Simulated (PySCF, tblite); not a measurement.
**C7H14OSi: geometry, infrared bands and NMR shifts**

Aim: predict the infrared bands and NMR shifts of C7H14OSi (`C#C[C@](C)(CO)C[SiH2]C`).

Computed with tblite 0.8.0 and PySCF 2.14.0, with density-fitted response routines of our own, on a single molecule in the gas phase. Atoms are numbered from 0 throughout.

### 1 The starting structure

23 atoms, charge 0, multiplicity 1; geometry from: force field or distance geometry start.

Bonds of the start (Å): C0–C1 1.22, C1–C2 1.49, C2–C3 1.55, C2–C4 1.49, C4–O5 1.37, C2–C6 1.48, C6–Si7 1.80, Si7–C8 1.89, C0–H9 1.05, C3–H10 1.10, C3–H11 1.08, C3–H12 1.13, C4–H13 1.12, C4–H14 1.12, O5–H15 0.97, C6–H16 1.13, C6–H17 1.13, Si7–H18 1.49, Si7–H19 1.44, C8–H20 1.10, C8–H21 1.12, C8–H22 1.12.

### 2 Relaxing the molecule with GFN2-xTB

The job: settings as JSON, then the geometry in Å.

```
{"job": {"kind": "relax", "xc": "GFN2-xTB", "basis": "xTB"}, "charge": 0, "multiplicity": 1}
C     -2.305700     0.895600     2.367200
C     -1.714400     0.537800     1.362100
C     -0.946900     0.083400     0.167800
C     -1.729400     0.749600    -0.986900
C     -1.084700    -1.397000     0.191200
O     -0.483000    -2.082600    -0.828000
C      0.412100     0.635000     0.353000
Si     1.700700     0.346200    -0.868800
C      3.250400    -0.244200     0.032000
H     -2.825200     1.210300     3.229400
H     -1.656400     1.849700    -0.938500
H     -1.438200     0.407800    -1.968300
H     -2.805000     0.476900    -0.768300
H     -2.178600    -1.630300     0.159100
H     -0.722800    -1.829900     1.153600
H     -0.635100    -1.758000    -1.727700
H      0.291300     1.747100     0.511000
H      0.755400     0.267700     1.369400
H      2.084100     1.667400    -1.433100
H      1.447900    -0.571000    -1.948100
H      3.916200    -0.669000    -0.735500
H      2.905000    -1.008200     0.767800
H      3.757400     0.615700     0.549500
```

Command:

```sh
$ OMP_NUM_THREADS=1 python probes_run.py task.json out
```

One launch serves the whole session: the jobs run in the order shown.

**Question.** This job is followed by: GFN2-xTB harmonic vibrations, gas phase; GIAO PBE0/pcSseg-1 NMR shielding, non-relativistic, gas phase. What will the session give for the following? strongest single infrared mode (GFN2-xTB); zero-point energy (GFN2-xTB); ¹³C shifts against TMS (PBE0/pcSseg-1); ¹H shifts against TMS (PBE0/pcSseg-1, means over atoms taken as alike); ¹⁷O shifts against H2O (PBE0/pcSseg-1); ²⁹Si shifts against TMS (PBE0/pcSseg-1); surface potential, 1st and 99th percentile.

The runs gave:

| quantity | value |
| --- | --- |
| strongest single infrared mode (GFN2-xTB) | 2130 cm⁻¹, 471 km/mol |
| zero-point energy (GFN2-xTB) | 117.1 kcal/mol |
| ¹³C shifts against TMS (PBE0/pcSseg-1) | 96.1, 76.5, 75.7, 34.5, 27.6, 25.4, -3.7 ppm |
| ¹H shifts against TMS (PBE0/pcSseg-1, means over atoms taken as alike) | 4.28, 4.12, 3.87, 3.75, 1.65, 1.29, 1.27, 1.17, 0.79, 0.36 ppm |
| ¹⁷O shifts against H2O (PBE0/pcSseg-1) | 47.4 ppm |
| ²⁹Si shifts against TMS (PBE0/pcSseg-1) | -52.4 ppm |
| surface potential, 1st and 99th percentile | -0.94 V and 2.06 V |

In words: Relaxing lowered the energy by 0.871 eV in 214 steps; the close pair that moved most is C6–Si7, from 1.799 to 1.915 Å. No mode is imaginary among the 63: a minimum at this level. The strongest single mode, at 2130 cm⁻¹, moves mainly H18. Unscaled tight-binding wavenumbers are off by several per cent, some by more. Its intensities can rank the bands wrongly. At PBE0/pcSseg-1: The largest span, 321 ppm, is at C1, where the paramagnetic term is -172 ppm.
